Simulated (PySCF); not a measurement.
**C₄H₈BGeN: electronic excitations**

Aim: predict the electronic excitations of C₄H₈BGeN (`C#C[C@H]1NB[CH2][GeH2]1`).

Computed with PySCF 2.14.0, with density-fitted response routines of our own, on a single molecule in the gas phase. Atoms are numbered from 0 throughout.

**1. The starting structure**

15 atoms, charge 0, multiplicity 1; geometry from: GFN2-xTB.

Bonds of the start (Å): C0–C1 1.20, C1–C2 1.44, C2–N3 1.46, N3–B4 1.38, B4–C5 1.60, C5–Ge6 1.97, Ge6–C2 2.02, C0–H7 1.05, C2–H8 1.10, N3–H9 1.01, B4–H10 1.17, C5–H11 1.09, C5–H12 1.09, Ge6–H13 1.51, Ge6–H14 1.51.

**2. Excited states and response: PBE0/def2-SVPD**

Job settings and geometry (Å):

```
{"job": {"kind": "uv", "xc": "PBE0", "basis": "def2-SVPD", "nstates": 8, "ntriplets": 3}, "charge": 0, "multiplicity": 1}
C      2.985488     0.233545     0.862275
C      1.985531     0.210013     0.202433
C      0.757403     0.122557    -0.553413
N      0.138416    -1.191313    -0.396244
B     -1.111229    -1.384956     0.146835
C     -1.903946    -0.069811     0.579655
Ge    -0.667735     1.394507     0.108099
H      3.868291     0.280645     1.427079
H      0.992529     0.295119    -1.613888
H      0.737729    -1.951272    -0.685536
H     -1.538295    -2.470646     0.256940
H     -2.857561     0.021943     0.060822
H     -2.136585    -0.071820     1.644291
H     -1.106643     2.326440    -0.999375
H     -0.147808     2.263038     1.225873
```

Method: TDDFT PBE0/def2-SVPD, vertical, gas phase, core orbitals frozen in the response.

Launch:

```
> OMP_NUM_THREADS=1 python probes_run.py task.json out
```

This one command runs all jobs of the session in turn.

What will the session give for the following? lowest singlet (PBE0/def2-SVPD); brightest single state of those computed; lowest triplet. Wanted: lowest singlet; brightest single state of those computed; lowest triplet.

The runs gave:

```
                                quantity                        value
         lowest singlet (PBE0/def2-SVPD)  6.11 eV (203 nm), f = 0.012
brightest single state of those computed  state 8, 7.21 eV, f = 0.044
                          lowest triplet                      5.25 eV
```

The lowest singlet, at 6.11 eV, is HOMO→LUMO 0.60, HOMO→LUMO+4 0.17 and is weak; of the 8 states computed, the strongest absorption comes from state 8 at 7.21 eV (the last computed, so partners may be missing). The lowest triplet lies 0.86 eV below the lowest singlet (triplets in Tamm-Dancoff, singlets in full TDDFT).
